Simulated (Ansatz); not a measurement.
# AsH: the cost of one run

Method: the levels named in each step, in Ansatz 0.2.0.

### Step 1. Starting point

Bond lengths: As1–H2 1.515 Å.

Coordinates:

```xyz
2

As    0.0000    0.0000    0.0000
H     0.0000    0.0000    1.5152
```

### Step 2. A rough first relaxation, PBE-D4/def2-SVP

This run stands in another session on the same molecule. It ended at:

```xyz
2

As    0.0000    0.0000   -0.0180
H     0.0000    0.0000    1.5332
```

### Step 3. Relaxation, PBE0-D4/def2-TZVPP

This run stands in another session on the same molecule. It ended at:

```xyz
2

As    0.0000    0.0000   -0.0080
H     0.0000    0.0000    1.5232
```

### Step 4. Bond length 1.3475 Å, PBE0-D4/def2-QZVPP

input.yaml

```yaml
crystal:
  periodic: [false, false, false]
  atoms:
    - { symbol: As, position_ang: [0.0, 0.0, 0.0] }
    - { symbol: H, position_ang: [0.0, 0.0, 1.3475] }
magnetization:
  spin_polarized: true
  initial_magnetization: 2
basis:
  gaussian: { orbitals: def2-QZVPP.json }
hamiltonian:
  xc: pbe0
  dispersion: d4
```

On the command line:

```sh
> ansatz run input.yaml --threads 2 --pin off --max-ram 5120MiB --backend cpu --events-out ev --progress --plain --runs-dir out
```

Q: Estimate wall time and peak memory on 2 threads of Intel Xeon Platinum 8375C at 2.90GHz (Ice Lake), shared host.

About 1.2 s, with a peak of 0.2 GiB.
